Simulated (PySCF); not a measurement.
# CH4AlClO: the cost of one run

Computed with PySCF 2.14.0; each step states its level. No surroundings beyond the atoms listed, unless a continuum is named. Atoms count from 0, parts from 1.

## 1. The system as given

Each species was relaxed by itself at PBE0-D3(BJ)/def2-SVPD.

## 2. Energies of the species: wB97M-D3(BJ)/def2-TZVPD

What the job is given:

```
{"job": {"kind": "react", "xc": "wB97M-D3(BJ)", "basis": "def2-TZVPD"}, "charge": 0, "multiplicity": 1}
-1 CH4AlClO charge 0 multiplicity 1
C      0.980090    -0.847410     0.136920
Al    -0.378220     0.523870     0.114560
O     -1.698810     0.416310    -0.965510
Cl    -0.290380     2.222930     1.383830
H      1.630220    -0.749440    -0.747410
H      0.531530    -1.851560     0.092230
H      1.618320    -0.787650     1.029720
H     -2.394420     1.068900    -1.047900

-1 BrH charge 0 multiplicity 1
Br     0.714980     0.009700    -0.003010
H     -0.708670    -0.006440     0.002630

+1 CH3AlBrCl charge 0 multiplicity 1
C      0.775980    -0.262700    -0.554150
Al    -0.724620     0.220480     0.560970
Cl    -1.471050    -1.075000     2.050490
Br    -1.800870     2.188540     0.322900
H      1.478960     0.577610    -0.658010
H      1.316810    -1.132470    -0.153900
H      0.425820    -0.517240    -1.567470

+1 H2O charge 0 multiplicity 1
O     -0.000490     0.389400     0.000420
H     -0.762630    -0.195660     0.003290
H      0.763140    -0.193710    -0.003720
```

Level: wB97M-D3(BJ)/def2-TZVPD reaction energy of separated species, gas phase.

Launch:

```sh
OMP_NUM_THREADS=1 python cluster_run.py task.json out
```

The driver reads the jobs from task.json and runs them one after another.

Q: Estimate the wall time and peak memory of this first job on 1 thread of Arm Neoverse V1, shared host.

About 35 s, with a peak of 0.77 GiB.
